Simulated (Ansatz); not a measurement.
# CH8OSSi2: the cost of one run

Method: UKS PBE-D4/STO-3G, in Ansatz 0.2.0.

### 1 The structure to begin with

Bond lengths: O1–Si2 1.596 Å, Si2–C3 1.835 Å, C3–Si4 1.899 Å, Si4–S5 2.105 Å, O1–H6 0.999 Å, Si2–H7 1.498 Å, Si2–H8 1.443 Å, C3–H9 1.140 Å, C3–H10 1.046 Å, Si4–H11 1.470 Å, Si4–H12 1.508 Å, S5–H13 1.344 Å. Angles (14 of 20 angles, heavy atoms first): O1–Si2–C3 111.8°, Si2–C3–Si4 106.7°, C3–Si4–S5 109.4°, O1–Si2–H7 105.9°, O1–Si2–H8 109.4°, C3–Si2–H7 110.0°, C3–Si2–H8 109.9°, Si2–O1–H6 121.3°, Si2–C3–H9 108.9°, Si2–C3–H10 112.5°, Si4–C3–H9 107.3°, Si4–C3–H10 112.1°, C3–Si4–H11 111.0°, C3–Si4–H12 107.8°.

Structure file:

```xyz
13

O    -2.3765    1.2984    1.0171
Si   -1.3380    0.1001    0.8355
C    -0.1059    0.4579   -0.4764
Si    1.0900   -1.0169   -0.5169
S     2.5398   -0.7008   -2.0100
H    -2.1333    2.1247    1.5235
H    -0.6507   -0.0510    2.1578
H    -2.0552   -1.1120    0.5200
H     0.4990    1.3758   -0.1736
H    -0.5509    0.6291   -1.4078
H     1.7028   -1.2352    0.8012
H     0.2948   -2.2468   -0.8781
H     3.1043    0.3420   -1.3775
```

### 2 Relaxing the start

Input file input.yaml:

```yaml
crystal:
  periodic: [false, false, false]
  atoms:
    - { symbol: O, position_ang: [-2.3765, 1.2984, 1.0171] }
    - { symbol: Si, position_ang: [-1.338, 0.1001, 0.8355] }
    - { symbol: C, position_ang: [-0.1059, 0.4579, -0.4764] }
    - { symbol: Si, position_ang: [1.09, -1.0169, -0.5169] }
    - { symbol: S, position_ang: [2.5398, -0.7008, -2.01] }
    - { symbol: H, position_ang: [-2.1333, 2.1247, 1.5235] }
    - { symbol: H, position_ang: [-0.6507, -0.051, 2.1578] }
    - { symbol: H, position_ang: [-2.0552, -1.112, 0.52] }
    - { symbol: H, position_ang: [0.499, 1.3758, -0.1736] }
    - { symbol: H, position_ang: [-0.5509, 0.6291, -1.4078] }
    - { symbol: H, position_ang: [1.7028, -1.2352, 0.8012] }
    - { symbol: H, position_ang: [0.2948, -2.2468, -0.8781] }
    - { symbol: H, position_ang: [3.1043, 0.342, -1.3775] }
magnetization:
  spin_polarized: true
basis:
  gaussian: { orbitals: STO-3G }
hamiltonian:
  xc: pbe
  dispersion: d4
relax:
  f_tol: 0.02
  max_steps: 40
```

Launch:

```bash
ansatz run input.yaml --threads 1 --pin off --max-ram 2048MiB --backend cpu --events-out ev --progress --plain --runs-dir out
```

What time and memory should one allow on 1 thread of Arm Neoverse V1, shared host?

About 41 s, with a peak of 0.18 GiB.
